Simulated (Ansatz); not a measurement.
# SiH₄S₃: basis-set convergence

The task here is to estimate one member of a computed series from the others.

The runs use Ansatz 0.2.0, Gaussian basis; one geometry, several basis sets.

The runs, in order: PBE0-D4/def2-SVP; ωB97M-V/def2-SVP; PBE0-D4/def2-QZVPP; ωB97M-V/def2-QZVPP; CCSD(T)/cc-pV(D+d)Z; CCSD(T)/cc-pV(T+d)Z; CCSD(T)/cc-pV(Q+d)Z; the functionals' def2-TZVPP values are taken from earlier runs.

### The geometry

The geometry comes from an earlier relaxation with PBE0-D4 in a triple-zeta def2 set; it is a stationary point, not always the lowest conformer.

SMILES `S[SiH](S)S`, 8 atoms, charge 0, spin multiplicity 1.

Atoms are counted from 1 here; the program's logs count them from 0.

Bond lengths: S1–Si2 2.123 Å, S1–H5 1.344 Å, Si2–S3 2.132 Å, Si2–S4 2.134 Å, Si2–H6 1.483 Å, S3–H7 1.344 Å, S4–H8 1.345 Å. Angles: Si2–S1–H5 94.0°, S1–Si2–S3 103.1°, S1–Si2–S4 106.5°, S1–Si2–H6 115.2°, S3–Si2–S4 117.1°, S3–Si2–H6 107.6°, S4–Si2–H6 107.7°, Si2–S3–H7 93.2°, Si2–S4–H8 93.7°.

Set-up of the first run:

The input, in.yaml:

```yaml
crystal:
  periodic: [false, false, false]
  atoms:
    - {symbol: S, position_ang: [-0.544318, 1.776523, -1.229097]}
    - {symbol: Si, position_ang: [0.100097, 0.183459, 0.018025]}
    - {symbol: S, position_ang: [2.044813, -0.262413, -0.732720]}
    - {symbol: S, position_ang: [-1.377765, -1.347655, -0.143471]}
    - {symbol: H, position_ang: [-1.843336, 1.616831, -0.921319]}
    - {symbol: H, position_ang: [0.241697, 0.523948, 1.454083]}
    - {symbol: H, position_ang: [2.509806, -0.628189, 0.473616]}
    - {symbol: H, position_ang: [-1.038894, -1.919604, 1.025182]}
basis:
  gaussian: {orbitals: def2-SVP}
hamiltonian: {xc: pbe0, dispersion: d4}
output: {orbitals: {seedname: orbitals}}
```

Run with:

```console
ansatz run in.yaml --threads 2 --pin off --events-out ev --progress --plain --max-ram 32768MiB --backend cpu
```

Steps of the session up to this table: PBE0-D4 in def2-SVP; ωB97M-V in def2-SVP; PBE0-D4 in def2-QZVPP; ωB97M-V in def2-QZVPP.

One table of the session follows, with a row left open; its other results are not shown here.

| functional | basis | HOMO (eV) | LUMO (eV) |
| --- | --- | --- | --- |
| PBE0-D4 | def2-SVP | -7.43 | 0.06 |
| PBE0-D4 | def2-TZVPP | -7.53 | -0.36 |
| PBE0-D4 | def2-QZVPP | ? | ? |
| ωB97M-V | def2-SVP | -9.54 | 2.03 |
| ωB97M-V | def2-TZVPP | -9.68 | 1.49 |
| ωB97M-V | def2-QZVPP | -9.72 | 1.09 |

**Question.** Estimate the row for PBE0-D4, def2-QZVPP.

As computed: HOMO (eV): -7.56; LUMO (eV): -0.54. In the column «HOMO (eV)» it lies between ωB97M-V, def2-SVP (-9.54) and PBE0-D4, def2-TZVPP (-7.53).
